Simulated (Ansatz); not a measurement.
# GaH3OSSi: the cost of one run

Method: the settings change from run to run; program: Ansatz 0.2.0, Gaussian basis.

**1. The relaxed structure**

The geometry comes from an earlier relaxation with PBE0-D4 in a triple-zeta def2 set; it is a stationary point, not always the lowest conformer.

SMILES `[O]1[SiH2][S][GaH]1`, 7 atoms, charge 0, spin multiplicity 1.

Atoms are counted from 1 here; the program's logs count them from 0.

Bond lengths: O1–Si2 1.647 Å, O1–Ga4 1.828 Å, Si2–S3 2.170 Å, Si2–H5 1.484 Å, Si2–H6 1.484 Å, S3–Ga4 2.204 Å, Ga4–H7 1.539 Å. Angles: Si2–O1–Ga4 96.9°, O1–Si2–S3 98.2°, O1–Si2–H5 113.0°, O1–Si2–H6 113.0°, S3–Si2–H5 111.3°, S3–Si2–H6 111.3°, H5–Si2–H6 109.6°, Si2–S3–Ga4 73.1°, O1–Ga4–S3 91.7°, O1–Ga4–H7 128.0°, S3–Ga4–H7 140.3°.

**2. CAM-B3LYP/aug-cc-pVDZ**

This run has charge +1, multiplicity 2, D3(BJ) dispersion.

Contents of in.yaml:

```yaml
crystal:
  periodic: [false, false, false]
  atoms:
    - {symbol: O, position_ang: [-1.130076, 0.213973, -0.251151]}
    - {symbol: Si, position_ang: [0.036739, 0.693285, 0.807978]}
    - {symbol: S, position_ang: [1.651031, -0.561973, 0.081262]}
    - {symbol: Ga, position_ang: [-0.108911, -0.987606, -1.176044]}
    - {symbol: H, position_ang: [0.376272, 2.132445, 0.684635]}
    - {symbol: H, position_ang: [-0.296572, 0.378619, 2.219211]}
    - {symbol: H, position_ang: [-0.528472, -1.868733, -2.365881]}
basis:
  gaussian: {orbitals: aug-cc-pVDZ}
total_charge: 1
magnetization: {spin_polarized: true, initial_magnetization: 1}
hamiltonian: {xc: {name: CAM-B3LYP}, dispersion: d3bj}
```

Run with:

```bash
ansatz run in.yaml --threads 2 --pin off --events-out ev --progress --plain --max-ram 4352MiB
```

What time and memory should one allow on 2 threads of Arm Neoverse V1, shared host?

About 20 s, with a peak of 0.76 GiB.
